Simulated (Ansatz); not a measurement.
# C2H7AlClF: the cost of one run

All numbers below are computed with Ansatz 0.2.0 (RKS PBE0-D4/def2-SVP).

## (1) The structure to begin with

Bond lengths: Al1–F2 2.040 Å, Al1–C3 1.970 Å, C3–H4 1.110 Å, C3–H5 1.110 Å, C3–H6 1.110 Å, Al1–C7 1.970 Å, C7–H8 1.110 Å, C7–H9 1.110 Å, C7–H10 1.110 Å, Al1–Cl11 2.530 Å. Angles (14 of 18 angles, heavy atoms first): F2–Al1–C3 120.0°, F2–Al1–C7 120.0°, F2–Al1–Cl11 71.6°, C3–Al1–C7 120.0°, C3–Al1–Cl11 96.8°, C7–Al1–Cl11 101.3°, Al1–C3–H4 109.5°, Al1–C3–H5 109.5°, Al1–C3–H6 109.5°, Al1–C7–H8 109.5°, Al1–C7–H9 109.5°, Al1–C7–H10 109.5°, H4–C3–H5 109.4°, H4–C3–H6 109.4°.

Structure file:

```xyz
12

Al    0.0000    0.0000    0.0000
F     0.0000    0.0000    2.0400
C     1.7060    0.0000   -0.9850
H     2.0356   -1.0462   -1.1552
H     1.5695    0.5080   -1.9624
H     2.4756    0.5381   -0.3932
C    -1.7060    0.0000   -0.9850
H    -2.2662   -0.9305   -0.7558
H    -2.3102    0.8797   -0.6796
H    -1.5043    0.0508   -2.0753
Cl    0.1134    2.3983    0.7978
H     0.0568    1.2020    1.9224
```

## (2) A restrained relaxation towards end A

Springs on the bonds that form and break draw the guess towards this end; the thresholds are loose.

input.yaml reads:

```yaml
crystal:
  periodic: [false, false, false]
  atoms:
    - { symbol: Al, position_ang: [0.0, 0.0, 0.0] }
    - { symbol: F, position_ang: [0.0, 0.0, 2.04] }
    - { symbol: C, position_ang: [1.706, 0.0, -0.985] }
    - { symbol: H, position_ang: [2.0356, -1.0462, -1.1552] }
    - { symbol: H, position_ang: [1.5695, 0.508, -1.9624] }
    - { symbol: H, position_ang: [2.4756, 0.5381, -0.3932] }
    - { symbol: C, position_ang: [-1.706, 0.0, -0.985] }
    - { symbol: H, position_ang: [-2.2662, -0.9305, -0.7558] }
    - { symbol: H, position_ang: [-2.3102, 0.8797, -0.6796] }
    - { symbol: H, position_ang: [-1.5043, 0.0508, -2.0753] }
    - { symbol: Cl, position_ang: [0.1134, 2.3983, 0.7978] }
    - { symbol: H, position_ang: [0.0568, 1.202, 1.9224] }
basis:
  gaussian: { orbitals: def2-SVP }
hamiltonian:
  xc: pbe0
  dispersion: d4
relax:
  f_tol: 0.15
  max_steps: 25
  restrain:
    - { distance: [0, 10], at: 3.43, k: 30.0 }
    - { distance: [11, 1], at: 2.12, k: 30.0 }
    - { distance: [0, 1], at: 1.69, k: 30.0 }
    - { distance: [11, 10], at: 1.37, k: 30.0 }
```

Run with:

```sh
ansatz run input.yaml --threads 4 --pin off --max-ram 5120MiB --backend cpu --events-out ev --progress --plain --runs-dir out
```

**Question.** How long does this run take on 4 threads of Intel Xeon 6975P-C (Granite Rapids), shared host, and how much memory does it need?

About 7.7 s, with a peak of 0.28 GiB.
